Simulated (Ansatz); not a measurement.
# GaMo3: the cost of one run

Method: reference: DFT r2SCAN, plane waves, PAW, scalar-relativistic, no spin polarisation, in Ansatz 0.2.0.

1 further run of the same task is left out (it didn't finish).

### 1 The starting structure

Symmetry: Pm-3n, No. 223, cubic system. The conventional cell has a = 4.915 Å, b = 4.915 Å, c = 4.915 Å, α = 90.00°, β = 90.00°, γ = 90.00°. Ga (site symmetry m-3) is surrounded by 12 Mo at 2.75 Å. Mo (site symmetry -4m2) has 2 Mo at 2.46 Å and 4 Ga at 2.75 Å as nearest neighbours.

As a file:

```cif
data_structure
_symmetry_space_group_name_H-M 'Pm-3n'
_symmetry_Int_Tables_number 223
_cell_length_a 4.9151
_cell_length_b 4.9151
_cell_length_c 4.9151
_cell_angle_alpha 90.000
_cell_angle_beta 90.000
_cell_angle_gamma 90.000
_cell_volume 118.74
loop_
_atom_site_label
_atom_site_type_symbol
_atom_site_symmetry_multiplicity
_atom_site_Wyckoff_symbol
_atom_site_fract_x
_atom_site_fract_y
_atom_site_fract_z
_atom_site_occupancy
Ga1 Ga 2 a 0.00000 0.00000 0.00000 1
Mo1 Mo 6 c 0.25000 0.00000 0.50000 1
```

### 2 Reference

The input, input.yaml:

```yaml
crystal:
  lattice:
    - [4.91510755, 0.0, 0.0]
    - [0.0, 4.91510755, 0.0]
    - [0.0, 0.0, 4.91510755]
  atoms:
    - { symbol: Ga, position: [0.0, 0.0, 0.0] }
    - { symbol: Ga, position: [0.5, 0.5, 0.5] }
    - { symbol: Mo, position: [0.25, 0.0, 0.5] }
    - { symbol: Mo, position: [0.5, 0.75, 0.0] }
    - { symbol: Mo, position: [0.75, 0.0, 0.5] }
    - { symbol: Mo, position: [0.5, 0.25, 0.0] }
    - { symbol: Mo, position: [0.0, 0.5, 0.75] }
    - { symbol: Mo, position: [0.0, 0.5, 0.25] }
  symmetry: { tolerance: 0.0003 }
kpoints:
  mp_grid: { grid: [4, 4, 4], shift: [0, 0, 0] }
magnetization:
  spin_polarized: false
scf:
  occupations: { method: fermi_dirac, width: 0.0126 }
hamiltonian:
  pseudopotentials: { kind: paw }
  xc: r2scan
basis:
  ecutwfc: 500
output:
  forces: true
  stress: true
  eigenvalues: true
  write_density: true
  write_potential: true
  elf: true
  volumetric_format: npy
relax:
  max_steps: 40
  cell: {}
```

Started as:

```console
$ ansatz run input.yaml --threads 1 --pin off --max-ram 2560MiB --backend cpu --events-out ev --progress --plain --runs-dir out
```

What time and memory should one allow on 1 thread of an x86-64 CPU, shared host?

About 31 s, with a peak of 0.8 GiB.
